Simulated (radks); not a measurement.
# Fractional charge and spin in the 5s shell of ytterbium

One table from this session's results is given with a row withheld; the runs are named, their logs left out.

Method: scalar-relativistic Kohn-Sham, PBE, spin-polarised, spherical densities, finite nucleus. Code: radks (a radial shooting solver on a logarithmic mesh, Libxc functionals) version 1.

## What is computed

| Item | Value |
| --- | --- |
| element | ytterbium (Z = 70) |
| configuration | [Kr] 4d10 4f14 5p6 5s(up 1, down 1) |
| nuclear rms radius | 5.3108 fm |

A shell typed twice in an input gives spin up, then spin down.

Set-up of the first run:

Settings of this run:

```text
Z 70
configuration [Kr] 4d10 4f14 5p6 5s1 5s1
relativity scalar-relativistic
functional pbe,pbe
spin polarised
nucleus finite rms 5.3108 fm
c 137.035999084
```

Steps of the session up to this table: 5s: up 1, down 1.

One of the session's tables, all rows but one given; the rest of the session is left out.

It belongs to the step «5s: up 1, down 1». From the orbitals of this run (lengths in bohr):

```
level     <r>  outermost maximum (interpolated)  90 % within  nodes
   3p       ?                                 ?            ?      ?
   3d  0.1961                             0.160        0.305      0
   4s  0.4880                             0.455        0.701      3
   4p  0.5183                             0.476        0.754      2
   4d  0.5602                             0.491        0.843      1
   5s   1.207                              1.07         1.75      4
   5p   1.440                              1.23         2.13      3
   4f  0.7802                             0.484         1.37      0
```

**Question.** Estimate the row for 3p.

The run gave: <r>: 0.2162; outermost maximum (interpolated): 0.197; 90 % within: 0.323; nodes: 1. In the column «<r>» it lies between 3d (0.1961) and 4s (0.4880).
